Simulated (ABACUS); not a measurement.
A run of ABACUS 3.10.1:

INPUT

```
INPUT_PARAMETERS
suffix              HfGe
calculation         scf
basis_type          pw
pseudo_dir          ./
symmetry            1
dft_functional      pbe
ecutwfc             79
pseudo_rcut         7
nspin               1
nbands              17
ks_solver           dav
smearing_method     fd
smearing_sigma      0.00367493
scf_thr             1e-08
scf_nmax            100
mixing_type         broyden
mixing_beta         0.7
cal_force           1
cal_stress          1
kpar                4
```

File STRU:

```
ATOMIC_SPECIES
Hf 178.4900 Hf.upf
Ge 72.6300 Ge.upf

LATTICE_CONSTANT
1.8897261246

LATTICE_VECTORS
3.2196660000 0.0000000000 0.0000000000
0.0000000000 3.2196660000 0.0000000000
0.0000000000 0.0000000000 4.1084277000

ATOMIC_POSITIONS
Direct

Hf
0.0
1
0.5000000000 0.5000000000 0.0000000000 1 1 1

Ge
0.0
1
0.0000000000 0.0000000000 0.0000000000 1 1 1
```

Contents of KPT:

```
K_POINTS
0
Gamma
8 8 7 0 0 0
```

Potentials or basis: PseudoDojo NC SR 0.4.1 PBE standard, plane waves.

The run is started by

```sh
$ OMP_NUM_THREADS=1 mpirun -np 4 abacus > log
```

Hardware: 4 MPI ranks on Intel(R) Xeon(R) 6975P-C (Granite Rapids) (shared host).

Estimate the wall time of this run.

It took 15 s on 4 MPI ranks on Intel(R) Xeon(R) 6975P-C (Granite Rapids) (shared host), peak memory 0.4 GiB a rank. Counts: scf iterations 8, k points 60, bands 17, ranks 4.
